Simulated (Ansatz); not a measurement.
# CH₆ClNSi: a ladder of functionals and wavefunction methods

The task here is to estimate one member of a computed series from the others.

Program: Ansatz 0.2.0, Gaussian basis. Level of theory: functionals in def2-TZVPP, the program's frozen cores in correlated methods. These are calculated values, not measurements.

Levels to be run: PBE-D4, r2SCAN-D4, PBE0-D4, B3LYP-D4, ωB97X-V, ωB97M-V, B2PLYP; CCSD(T)/def2-TZVPP; CCSD(T)/def2-QZVPP; extrapolation to the limit.

**The relaxed structure**

The geometry comes from an earlier relaxation with PBE0-D4 in a triple-zeta def2 set; it is a stationary point, not always the lowest conformer.

SMILES `CN[SiH2]Cl`, 10 atoms, charge 0, spin multiplicity 1.

Atoms are counted from 1 here; the program's logs count them from 0.

Bond lengths: C1–N2 1.450 Å, C1–H5 1.096 Å, C1–H6 1.093 Å, C1–H7 1.093 Å, N2–Si3 1.697 Å, N2–H8 1.008 Å, Si3–Cl4 2.075 Å, Si3–H9 1.479 Å, Si3–H10 1.479 Å. Angles: N2–C1–H5 113.1°, N2–C1–H6 110.8°, N2–C1–H7 109.4°, H5–C1–H6 108.4°, H5–C1–H7 107.6°, H6–C1–H7 107.3°, C1–N2–Si3 123.9°, C1–N2–H8 113.6°, Si3–N2–H8 117.6°, N2–Si3–Cl4 114.8°, N2–Si3–H9 108.1°, N2–Si3–H10 108.8°, Cl4–Si3–H9 106.4°, Cl4–Si3–H10 105.0°, H9–Si3–H10 113.8°.

As a file:

| atom | x (Å) | y (Å) | z (Å) |
| --- | --- | --- | --- |
| C1 | -0.6177 | 1.0519 | -0.7119 |
| N2 | 0.1413 | 0.5263 | 0.4056 |
| Si3 | 0.7144 | -1.0688 | 0.4936 |
| Cl4 | -0.7579 | -2.5122 | 0.7244 |
| H5 | -1.6989 | 0.9100 | -0.6028 |
| H6 | -0.4211 | 2.1187 | -0.8472 |
| H7 | -0.3100 | 0.5460 | -1.6301 |
| H8 | -0.0296 | 1.0104 | 1.2734 |
| H9 | 1.5951 | -1.1768 | 1.6767 |
| H10 | 1.3843 | -1.4055 | -0.7818 |

Set-up of the first run:

File in.yaml:

```yaml
crystal:
  periodic: [false, false, false]
  atoms:
    - {symbol: C, position_ang: [-0.617653, 1.051890, -0.711929]}
    - {symbol: N, position_ang: [0.141286, 0.526348, 0.405634]}
    - {symbol: Si, position_ang: [0.714429, -1.068808, 0.493650]}
    - {symbol: Cl, position_ang: [-0.757903, -2.512206, 0.724447]}
    - {symbol: H, position_ang: [-1.698888, 0.909980, -0.602822]}
    - {symbol: H, position_ang: [-0.421130, 2.118683, -0.847213]}
    - {symbol: H, position_ang: [-0.309965, 0.545982, -1.630093]}
    - {symbol: H, position_ang: [-0.029603, 1.010399, 1.273395]}
    - {symbol: H, position_ang: [1.595086, -1.176833, 1.676701]}
    - {symbol: H, position_ang: [1.384341, -1.405455, -0.781771]}
basis:
  gaussian: {orbitals: def2-TZVPP}
hamiltonian: {xc: pbe, dispersion: d4}
output: {forces: true, orbitals: {seedname: orbitals}}
```

Run with:

```bash
> ansatz run in.yaml --threads 2 --pin off --events-out ev --progress --plain --max-ram 32768MiB --backend cpu
```

Among the steps run: PBE-D4 (GGA); r2SCAN-D4 (meta-GGA); PBE0-D4 (hybrid); B3LYP-D4 (hybrid); ωB97X-V (range-separated); ωB97M-V (range-separated); B2PLYP (double hybrid); CCSD(T) in def2-TZVPP; CCSD(T) in def2-QZVPP.

One table of the session follows, with a row left open; its other results are not shown here.

```
            method  atomisation energy (eV)
            PBE-D4                   36.071
         r2SCAN-D4                   35.661
           PBE0-D4                   35.645
          B3LYP-D4                   35.752
           ωB97X-V                   35.935
           ωB97M-V                   35.903
            B2PLYP                   35.316
     HF/def2-TZVPP                   26.169
    MP2/def2-TZVPP                   35.065
   CCSD/def2-TZVPP                   34.289
CCSD(T)/def2-TZVPP                   34.736
           MP2/CBS                        ?
       CCSD(T)/CBS                   35.775
```

Q: Estimate the row for MP2/CBS from the others.

**Answer.** atomisation energy (eV): 36.099. In the column «atomisation energy (eV)» it is the highest.
